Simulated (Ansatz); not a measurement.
**Alloy of KCl and KBr (1 of 8 Cl sites exchanged), 16 atoms with displaced atoms**

Aim: a base single point, then the same cell under other settings, to see what each one moves.

Program: Ansatz 0.2.0, PAW, plane waves. These are calculated values, not measurements.

**1. The starting cell**

16 atoms (7 Cl, 8 K, 1 Br); a = 12.561 Å, b = 6.280 Å, c = 6.280 Å, α = 90.00°, β = 90.00°, γ = 90.00°. All atoms were shaken off their sites by about 0.02 Å along each axis.

As a file:

```
Cl K Br
1.0
    12.56080    0.00000    0.00000
     0.00000    6.28040    0.00000
     0.00000    0.00000    6.28040
Cl K Br
7 8 1
Direct
  0.25152 0.99763 0.00255
  0.75159 0.00109 0.99849
  0.99928 0.49781 0.00223
  0.50222 0.50243 0.99813
  0.00095 0.99814 0.49975
  0.50109 0.00035 0.49786
  0.24749 0.49690 0.49793
  0.00241 0.99886 0.00281
  0.49988 0.00587 0.00479
  0.24853 0.50364 0.00241
  0.75280 0.50283 0.00338
  0.24813 0.00792 0.50516
  0.74923 0.99694 0.49528
  0.00030 0.50384 0.49704
  0.49874 0.49562 0.49433
  0.74959 0.50091 0.49999
```

**2. PBEsol on the given atoms**

Contents of in.yaml:

```yaml
crystal:
  lattice:
    - [12.560796, 0.000000, 0.000000]
    - [0.000000, 6.280398, 0.000000]
    - [0.000000, 0.000000, 6.280398]
  atoms:
    - { symbol: Cl, position: [0.251524, 0.997634, 0.002554] }
    - { symbol: Cl, position: [0.751594, 0.001086, 0.998490] }
    - { symbol: Cl, position: [0.999284, 0.497806, 0.002228] }
    - { symbol: Cl, position: [0.502222, 0.502435, 0.998135] }
    - { symbol: Cl, position: [0.000951, 0.998142, 0.499748] }
    - { symbol: Cl, position: [0.501094, 0.000349, 0.497864] }
    - { symbol: Cl, position: [0.247493, 0.496904, 0.497928] }
    - { symbol: K, position: [0.002414, 0.998858, 0.002807] }
    - { symbol: K, position: [0.499879, 0.005867, 0.004794] }
    - { symbol: K, position: [0.248531, 0.503637, 0.002411] }
    - { symbol: K, position: [0.752802, 0.502828, 0.003380] }
    - { symbol: K, position: [0.248125, 0.007922, 0.505160] }
    - { symbol: K, position: [0.749231, 0.996935, 0.495278] }
    - { symbol: K, position: [0.000305, 0.503835, 0.497039] }
    - { symbol: K, position: [0.498736, 0.495615, 0.494334] }
    - { symbol: Br, position: [0.749587, 0.500911, 0.499991] }
kpoints:
  mp_grid: { grid: [2, 2, 2], shift: [0.5, 0.5, 0.5] }
hamiltonian:
  xc: pbesol
scf:
  occupations: { method: fermi_dirac, width: 0.01 }
output:
  forces: true
  eigenvalues: true
  stress: true
  populations: true
```

Command:

```console
> ansatz run in.yaml --threads 8 --pin off --max-ram 13300MiB --runs-dir r --events-out ev --progress --plain
```

**3. Changed settings: occupations tetrahedron**

in.yaml: that of step 2 with these lines changed.

```diff
@@ -27,3 +27,4 @@
 scf:
-  occupations: { method: fermi_dirac, width: 0.01 }
+  occupations: { method: tetrahedron }
+  max_iter: 60
 output:
@@ -32,2 +33 @@
   stress: true
-  populations: true
```

**4. Variant: functional r²SCAN**

in.yaml: that of step 3 with these lines changed.

```diff
@@ -25,5 +25,5 @@
 hamiltonian:
-  xc: pbesol
+  xc: r2scan
 scf:
-  occupations: { method: tetrahedron }
+  occupations: { method: fermi_dirac, width: 0.01 }
   max_iter: 60
```

**5. Variant: accuracy low**

in.yaml: that of step 4 with these lines changed.

```diff
@@ -1 +1,2 @@
+accuracy: low
 crystal:
@@ -25,6 +26,6 @@
 hamiltonian:
-  xc: r2scan
+  xc: pbesol
 scf:
   occupations: { method: fermi_dirac, width: 0.01 }
-  max_iter: 60
+  max_iter: 80
 output:
@@ -33 +34,5 @@
   stress: true
+  write_density: true
+  write_potential: true
+  elf: true
+  volumetric_format: npy
```

**6. Run again with charge changed by -1**

in.yaml: that of step 5 with these lines changed.

```diff
@@ -1,2 +1 @@
-accuracy: low
 crystal:
@@ -27,5 +26,6 @@
   xc: pbesol
+total_charge: -1
 scf:
   occupations: { method: fermi_dirac, width: 0.01 }
-  max_iter: 80
+  max_iter: 50
 output:
@@ -34,5 +34 @@
   stress: true
-  write_density: true
-  write_potential: true
-  elf: true
-  volumetric_format: npy
```

**7. Variant: occupations cold, density cutoff ratio 2**

in.yaml: that of step 6 with these lines changed.

```diff
@@ -24,8 +24,8 @@
   mp_grid: { grid: [2, 2, 2], shift: [0.5, 0.5, 0.5] }
+basis: { ecutrho_ratio: 2 }
 hamiltonian:
   xc: pbesol
-total_charge: -1
 scf:
-  occupations: { method: fermi_dirac, width: 0.01 }
-  max_iter: 50
+  occupations: { method: cold, width: 0.01 }
+  max_iter: 90
 output:
```

**8. Run again with density threshold 1e-09 eV**

in.yaml: that of step 7 with these lines changed.

```diff
@@ -24,3 +24,2 @@
   mp_grid: { grid: [2, 2, 2], shift: [0.5, 0.5, 0.5] }
-basis: { ecutrho_ratio: 2 }
 hamiltonian:
@@ -28,4 +27,5 @@
 scf:
-  occupations: { method: cold, width: 0.01 }
-  max_iter: 90
+  occupations: { method: fermi_dirac, width: 0.01 }
+  max_iter: 80
+  convergence: { dr2_threshold: 1e-09 }
 output:
```

What does the calculation give? Wanted: for each run, settings; status; energy from base; forces from base.

**Answer**, as computed:

| settings | status | cycles | time | energy from base (meV/atom) | forces from base (eV/Å rms) | filled to empty level on the mesh (eV) |
| --- | --- | --- | --- | --- | --- | --- |
| base | converged | 7 | 4.1 s (8 CPU threads) | 0 | 0 | 6.11 |
| occupations tetrahedron | converged | 7 | 3.5 s (8 CPU threads) | 0.0 | 0.000 | 6.11 |
| functional r²SCAN | converged | 6 | 7.9 s (8 CPU threads) | - | 0.010 | 6.88 |
| accuracy low | converged | 7 | 4.5 s (8 CPU threads) | 0.0 | 0.000 | 6.11 |
| charge changed by -1 | converged | 19 | 6.3 s (8 CPU threads) | - | 0.011 | - |
| occupations cold, density cutoff ratio 2 | converged, settings too loose | 7 | 2.7 s (8 CPU threads) | 0.0 | 0.000 | 6.11 |
| density threshold 1e-09 eV | converged | 8 | 3 s (8 CPU threads) | 0.0 | 0.000 | 6.11 |

**Reading.** Among these variants the forces move most with charge changed by -1 (0.011 eV/Å rms). The base mesh is coarse for so small a cell, so pressure, spacing and their changes aren't converged values of the solid.
